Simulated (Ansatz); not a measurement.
Ge2Sb2Te5:

```xyz
9
Lattice="4.2941 0.0000 0.0000 -2.1470 3.7188 0.0000 0.0000 0.0000 17.1013" Properties=species:S:1:pos:R:3 pbc="T T T"
Te    2.1470    1.2396    7.1807
Te    0.0000    2.4792    9.9206
Te    0.0000    2.4792    3.4466
Te    2.1470    1.2396   13.6547
Te    0.0000    0.0000    0.0000
Sb    0.0000    0.0000    5.4736
Sb    0.0000    0.0000   11.6278
Ge    2.1470    1.2396    1.7596
Ge    0.0000    2.4792   15.3417
```

The cell comes from a database or a generator and needn't be the stable form of this composition.

Base run:

* Program: Ansatz 0.2.0
* Functional: PBEsol
* Potentials or basis: Ansatz PAW
* Cutoff: 420 eV (not typed: the program's choice for these potentials)
* k mesh: 7 × 7 × 2
* Occupations: fermi-dirac, width 0.05 eV
* Spin: no spin polarisation

Its results: band gap on the k mesh 0.28 eV, direct; pressure -2.2 GPa; largest force 0.132 eV/Å.

Q: After a change of settings the same cell gave: band gap on the k mesh 0.27 eV, direct; pressure 1.3 GPa; largest force 0.093 eV/Å. Which change was it?
A. functional from PBEsol to LDA
B. functional from PBEsol to BLYP
C. functional from PBEsol to r2SCAN; cutoff from 420 eV (not typed: the program's choice for these potentials) to 500 eV (not typed: the program's choice for these potentials)
D. functional from PBEsol to revPBE

A: D.

revPBE binds less tightly than PBEsol, so the same cell stands under more pressure.

Caveats: spin-orbit coupling is left out, which moves the levels of the heavy elements; the PAW data sets come from PBE, with cores solved anew for the run's functional, which leaves a small shift of forces and pressure.

Runs at the PBE level aren't shown here.
